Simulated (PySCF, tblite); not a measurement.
# C₇H₇F₃: geometry, infrared bands and NMR shifts

What infrared bands and NMR shifts should C₇H₇F₃ (`C=C[C@@](F)(C#CC)C(F)F`) show?

The runs use tblite 0.8.0 and PySCF 2.14.0, with density-fitted response routines of our own; the level of theory stands in each step. All values are computed, except where a source is named. Atoms count from 0, in the outputs and in this text.

### Step 1. Starting geometry

17 atoms, charge 0, multiplicity 1; geometry from: force field or distance geometry start.

Bonds of the start (Å): C0–C1 1.31, C1–C2 1.48, C2–F3 1.41, C2–C4 1.46, C4–C5 1.22, C5–C6 1.48, C2–C7 1.51, C7–F8 1.38, C7–F9 1.39, C0–H10 1.09, C0–H11 1.08, C1–H12 1.11, C6–H13 1.10, C6–H14 1.12, C6–H15 1.11, C7–H16 1.11.

### Step 2. Optimising the geometry with GFN2-xTB

Job settings and geometry (Å):

```
{"job": {"kind": "relax", "xc": "GFN2-xTB", "basis": "xTB"}, "charge": 0, "multiplicity": 1}
C     -1.876200     1.614200    -0.126100
C     -1.743300     0.358600     0.240300
C     -0.784700    -0.605800    -0.345700
F     -1.102000    -0.766400    -1.708700
C      0.555600    -0.057600    -0.184000
C      1.685700     0.383400    -0.072600
C      3.067300     0.895800     0.070400
C     -0.891400    -1.986000     0.267000
F     -0.631500    -1.989700     1.621100
F     -2.131000    -2.523700    -0.042400
H     -2.605300     2.261600     0.361900
H     -1.301400     2.047900    -0.927800
H     -2.377900     0.007300     1.078400
H      3.120500     1.922900    -0.331800
H      3.780400     0.259600    -0.514200
H      3.347700     0.797900     1.140800
H     -0.119500    -2.607900    -0.237600
```

Command:

```
OMP_NUM_THREADS=1 python probes_run.py task.json out
```

This one command runs all jobs of the session in turn.

**Question.** This job is followed by: GFN2-xTB harmonic vibrations, gas phase; GIAO PBE0/pcSseg-1 NMR shielding, non-relativistic, gas phase. Predict these results of the whole session: strongest single infrared mode (GFN2-xTB); zero-point energy (GFN2-xTB); 13C shifts against TMS (PBE0/pcSseg-1); 1H shifts against TMS (PBE0/pcSseg-1, means over atoms taken as alike); 19F shifts against CFCl3 (PBE0/pcSseg-1).

As calculated:

| quantity | value |
| --- | --- |
| strongest single infrared mode (GFN2-xTB) | 1053 cm⁻¹, 157 km/mol |
| zero-point energy (GFN2-xTB) | 74.2 kcal/mol |
| 13C shifts against TMS (PBE0/pcSseg-1) | 139.2, 124.5, 121.4, 97.3, 93.0, 79.5, 4.6 ppm |
| 1H shifts against TMS (PBE0/pcSseg-1, means over atoms taken as alike) | 6.13, 6.07, 6.05, 5.84, 2.12 ppm |
| 19F shifts against CFCl3 (PBE0/pcSseg-1) | -140.4, -142.7, -194.0 ppm |

What this shows: Over 145 steps the energy fell by 0.376 eV; of the close pairs, C5–C6 changed most, 1.480 to 1.441 Å. No mode is imaginary among the 45: a minimum at this level. The strongest single mode, at 1053 cm⁻¹, moves mainly C7. Unscaled tight-binding wavenumbers are off by several per cent, some by more. Its intensities can rank the bands wrongly. C1 (alkene CH) lies farthest downfield among carbon, at 139.2 ppm; as expected for a trigonal carbon in a double bond. H12 (hydrogen on an alkene CH) lies farthest downfield among hydrogen, at 6.13 ppm; attached to an sp2 carbon and in the plane of the double bond. At PBE0/pcSseg-1: The widest tensor belongs to C4: span 262 ppm, with a paramagnetic part of -161 ppm.
